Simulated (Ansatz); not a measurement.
# SrVO3: the cost of one run

Method: DFT r²SCAN+U (U_eff = 4 eV on V d), plane waves, PAW, in Ansatz 0.2.0.

## Step 1: The starting structure

The structure is cubic, space group Pm-3m (No. 221). Conventional cell: a = 3.841 Å, b = 3.841 Å, c = 3.841 Å, α = 90.00°, β = 90.00°, γ = 90.00°. Sr (site symmetry m-3m) has 12 O at 2.72 Å as nearest neighbours. V (site symmetry m-3m) has 6 O at 1.92 Å as nearest neighbours. Around O (site symmetry 4/mmm) lie 2 V at 1.92 Å and 4 Sr at 2.72 Å.

Structure file:

```
Sr V O
1.0
     3.84090    0.00000    0.00000
     0.00000    3.84090    0.00000
     0.00000    0.00000    3.84090
Sr V O
1 1 3
Direct
  0.50000 0.50000 0.50000
  0.00000 0.00000 0.00000
  0.50000 0.00000 0.00000
  0.00000 0.50000 0.00000
  0.00000 0.00000 0.50000
```

Magnetic order typed: ferromagnetic.

## Step 2: From atoms, symmetry kept, no search

input.yaml

```yaml
crystal:
  lattice:
    - [3.8408994, 0.0, 0.0]
    - [0.0, 3.8408994, 0.0]
    - [0.0, 0.0, 3.8408994]
  atoms:
    - { symbol: Sr, position: [0.5, 0.5, 0.5] }
    - { symbol: V, position: [0.0, 0.0, 0.0], spin: 1.0 }
    - { symbol: O, position: [0.5, 0.0, 0.0] }
    - { symbol: O, position: [0.0, 0.5, 0.0] }
    - { symbol: O, position: [0.0, 0.0, 0.5] }
basis:
  ecutwfc: 500
  ecutrho_ratio: 4
kpoints:
  mp_grid: { grid: [5, 5, 5] }
hamiltonian:
  xc: r2scan
  hubbard: { sites: [{ site: 1, l: d, u_eff: 4.0 }] }
scf:
  occupations: { method: gaussian, width: 0.05 }
  lower_state_search: "off"
  max_iter: 150
output:
  forces: true
  stress: true
  eigenvalues: true
  populations: true
  hubbard: { sites: [{ site: 1, l: d }] }
magnetization:
  spin_polarized: true
```

The run is started by

```console
ansatz run input.yaml --threads 4 --pin off --max-ram 6144MiB --backend cpu --events-out ev --progress --plain --runs-dir out
```

Q: Estimate wall time and peak memory on 4 threads of Arm Neoverse V2, shared host.

About 3.6 s, with a peak of 0.49 GiB.
